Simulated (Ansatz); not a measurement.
# C4H16BNSi2: the cost of one run

Program: Ansatz 0.2.0, Gaussian basis. Level of theory: the settings change from run to run. These are calculated values, not measurements.

## 1. The molecule

An earlier PBE0-D4 in a triple-zeta def2 set relaxation fixed the geometry.

24 atoms, charge 0, spin multiplicity 1.

Atoms are counted from 1 here; the program's logs count them from 0.

Bond lengths: B1–N2 1.406 Å, B1–H9 1.199 Å, B1–H10 1.203 Å, N2–Si3 1.767 Å, N2–Si6 1.760 Å, Si3–C4 1.866 Å, Si3–C5 1.868 Å, Si3–H11 1.487 Å, C4–H12 1.093 Å, C4–H13 1.093 Å, C4–H14 1.093 Å, C5–H15 1.093 Å, C5–H16 1.092 Å, C5–H17 1.094 Å, Si6–C7 1.869 Å, Si6–C8 1.862 Å, Si6–H18 1.491 Å, C7–H19 1.093 Å and more. Angles: N2–B1–H9 121.4°, N2–B1–H10 119.4°, H9–B1–H10 119.2°, B1–N2–Si3 115.6°, B1–N2–Si6 122.2°, Si3–N2–Si6 122.0°, N2–Si3–C4 109.7°, N2–Si3–C5 110.7°, N2–Si3–H11 107.5°, C4–Si3–C5 110.6°, C4–Si3–H11 109.5°, C5–Si3–H11 108.7°, Si3–C4–H12 110.6°, Si3–C4–H13 111.1°, Si3–C4–H14 110.9°, H12–C4–H13 108.0°, H12–C4–H14 108.0°, H13–C4–H14 108.1° and more.

## 2. wB97X-V/def2-mTZVP

This run has high accuracy, the search for lower states set to light.

Input file in.yaml:

```yaml
crystal:
  periodic: [false, false, false]
  atoms:
    - {symbol: B, position_ang: [-1.815586, -1.032561, 0.822958]}
    - {symbol: N, position_ang: [-0.551164, -0.648015, 0.344203]}
    - {symbol: Si, position_ang: [0.670361, -0.331679, 1.581606]}
    - {symbol: C, position_ang: [0.366001, 1.339070, 2.354307]}
    - {symbol: C, position_ang: [2.388008, -0.415524, 0.852540]}
    - {symbol: Si, position_ang: [-0.237877, -0.379634, -1.366744]}
    - {symbol: C, position_ang: [0.082585, 1.438024, -1.663873]}
    - {symbol: C, position_ang: [-1.644031, -0.974442, -2.431827]}
    - {symbol: H, position_ang: [-2.731081, -1.234064, 0.075586]}
    - {symbol: H, position_ang: [-1.985835, -1.156970, 2.007465]}
    - {symbol: H, position_ang: [0.541076, -1.389328, 2.618421]}
    - {symbol: H, position_ang: [-0.633696, 1.383187, 2.792969]}
    - {symbol: H, position_ang: [0.444532, 2.136800, 1.610771]}
    - {symbol: H, position_ang: [1.092430, 1.540937, 3.146259]}
    - {symbol: H, position_ang: [2.561336, 0.344824, 0.087290]}
    - {symbol: H, position_ang: [2.586252, -1.392578, 0.407077]}
    - {symbol: H, position_ang: [3.119608, -0.254671, 1.649677]}
    - {symbol: H, position_ang: [0.990900, -1.142869, -1.726506]}
    - {symbol: H, position_ang: [-0.800490, 2.029540, -1.407086]}
    - {symbol: H, position_ang: [0.317362, 1.619643, -2.716225]}
    - {symbol: H, position_ang: [0.920229, 1.809622, -1.069022]}
    - {symbol: H, position_ang: [-1.361978, -0.859129, -3.482492]}
    - {symbol: H, position_ang: [-1.866164, -2.028517, -2.254532]}
    - {symbol: H, position_ang: [-2.557779, -0.402267, -2.259822]}
basis:
  gaussian: {orbitals: def2-mTZVP}
hamiltonian: {xc: {name: wB97X-V}}
accuracy: high
scf: {lower_state_search: light}
```

On the command line:

```console
ansatz run in.yaml --threads 4 --pin off --events-out ev --progress --plain --max-ram 46080MiB --backend cpu
```

**Question.** How long does this run take on 4 threads of AMD EPYC 7R13, shared host, and how much memory does it need?

About 47 s, with a peak of 2.2 GiB.
